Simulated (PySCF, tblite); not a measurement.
# C5H8BNO2Si: geometry, infrared bands, NMR shifts and electronic excitations

Wanted: the infrared bands, NMR shifts and electronic excitations of C5H8BNO2Si (`OB(O)[SiH2]c1ccccn1`), by calculation.

Programs: tblite 0.8.0 and PySCF 2.14.0, with density-fitted response routines of our own. Each step states its level of theory. These are calculated values for one molecule in the gas phase, unless marked as measured. Atoms are numbered from 0 throughout.

## Step 1: The starting structure

18 atoms, charge 0, multiplicity 1; geometry from: force field or distance geometry start.

Bonds of the start (Å): O0–B1 1.50, B1–O2 1.46, B1–Si3 1.94, Si3–C4 1.85, C4–C5 1.38, C5–C6 1.38, C6–C7 1.38, C7–C8 1.38, C8–N9 1.34, N9–C4 1.35, O0–H10 0.99, O2–H11 0.98, Si3–H12 1.48, Si3–H13 1.44, C5–H14 1.07, C6–H15 1.10, C7–H16 1.10, C8–H17 1.10.

## Step 2: Geometry optimisation with GFN2-xTB

What the job is given:

```
{"job": {"kind": "relax", "xc": "GFN2-xTB", "basis": "xTB"}, "charge": 0, "multiplicity": 1}
O      3.102100    -1.237000     0.642800
B      2.480700     0.041000     0.176800
O      3.337600     1.207400     0.403500
Si     1.268200     0.009000    -1.342800
C     -0.481500     0.107300    -0.760000
C     -1.101800    -0.910600    -0.055300
C     -2.416000    -0.815300     0.366100
C     -3.113500     0.336300     0.062600
C     -2.485900     1.337000    -0.654700
N     -1.210100     1.206500    -1.041600
H      3.982200    -1.288800     0.196100
H      4.286600     0.983300     0.356200
H      1.500500    -1.308800    -1.974500
H      1.509600     1.083100    -2.272000
H     -0.545200    -1.791300     0.186700
H     -2.886700    -1.628800     0.943100
H     -4.161400     0.438100     0.380300
H     -3.074200     2.237600    -0.889800
```

Command:

```sh
$ OMP_NUM_THREADS=1 python probes_run.py task.json out
```

This one command runs all jobs of the session in turn.

**Question.** This job is followed by: GFN2-xTB harmonic vibrations, gas phase; PBE0-D3(BJ)/def2-SVP geometry optimisation, gas phase; GIAO PBE0/pcSseg-1 NMR shielding, non-relativistic, gas phase; TDDFT PBE0/def2-SVPD, vertical, gas phase, core orbitals frozen in the response; GIAO HF/pcSseg-1 NMR shielding, non-relativistic, gas phase. What will the session give for the following? strongest single infrared mode (GFN2-xTB); zero-point energy (GFN2-xTB); point group; rotational constants (main isotopes); 13C shifts against TMS (PBE0/pcSseg-1); 1H shifts against TMS (PBE0/pcSseg-1, means over atoms taken as alike); 17O shifts against H2O (PBE0/pcSseg-1, means over atoms taken as alike); 11B shifts against BF3·OEt2 (PBE0/pcSseg-1); 29Si shifts against TMS (PBE0/pcSseg-1); 15N shifts against NH3 (PBE0/pcSseg-1); lowest singlet (PBE0/def2-SVPD); brightest single state of those computed; lowest triplet; vertical ionisation energy (ΔSCF); range of the shift of O0.

**Answer**, as computed:

```
                                                               quantity                                   value
                              strongest single infrared mode (GFN2-xTB)                   2112 cm⁻¹, 362 km/mol
                                           zero-point energy (GFN2-xTB)                           77.7 kcal/mol
                                                            point group                                      C1
                                   rotational constants (main isotopes)                    2.50, 0.62, 0.56 GHz
                                 13C shifts against TMS (PBE0/pcSseg-1)   171.1, 155.3, 139.2, 137.0, 126.8 ppm
 1H shifts against TMS (PBE0/pcSseg-1, means over atoms taken as alike)  8.79, 7.71, 7.57, 7.08, 4.43, 3.47 ppm
17O shifts against H2O (PBE0/pcSseg-1, means over atoms taken as alike)                               146.8 ppm
                            11B shifts against BF3·OEt2 (PBE0/pcSseg-1)                                31.2 ppm
                                29Si shifts against TMS (PBE0/pcSseg-1)                               -71.4 ppm
                                 15N shifts against NH3 (PBE0/pcSseg-1)                               385.0 ppm
                                        lowest singlet (PBE0/def2-SVPD)             4.50 eV (275 nm), f = 0.004
                               brightest single state of those computed             state 6, 6.09 eV, f = 0.081
                                                         lowest triplet                                 3.83 eV
                                      vertical ionisation energy (ΔSCF)                                 8.86 eV
                                               range of the shift of O0                      117.0 to 146.8 ppm
```

**Reading.** Over 181 steps the energy fell by 1.435 eV; of the close pairs, O0–B1 changed most, 1.496 to 1.354 Å (GFN2-xTB). No mode is imaginary among the 48: a minimum at this level. The strongest single mode, at 2112 cm⁻¹, moves mainly H12. GFN2-xTB is a fitted tight-binding method: band positions and strengths are rough. Its intensities can rank the bands wrongly. Over 14 steps the energy fell by 0.281 eV; of the close pairs, B1–Si3 changed most, 1.949 to 2.031 Å (PBE0/def2-SVP). At PBE0/pcSseg-1: The largest span, 747 ppm, is at N9, where the paramagnetic term is -451 ppm. NICS(1)zz of -28 ppm above the planar ring from C4 marks a diatropic (aromatic) ring current. The first singlet state (HOMO→LUMO 0.99) lies at 4.50 eV and is weak; of the 10 states computed, the strongest absorption comes from state 6 at 6.09 eV (the last state computed is bright too, and its partners may lie past the list). The lowest triplet lies 0.67 eV below the lowest singlet (triplets in Tamm-Dancoff, singlets in full TDDFT). The orbital energy would give 7.08 eV for ionisation, ΔSCF gives 8.86 eV. Across the 2 runs the shift of O0 (with its like atoms) moves most, between 117.0 (HF/pcSseg-1) and 146.8 ppm (PBE0/pcSseg-1).
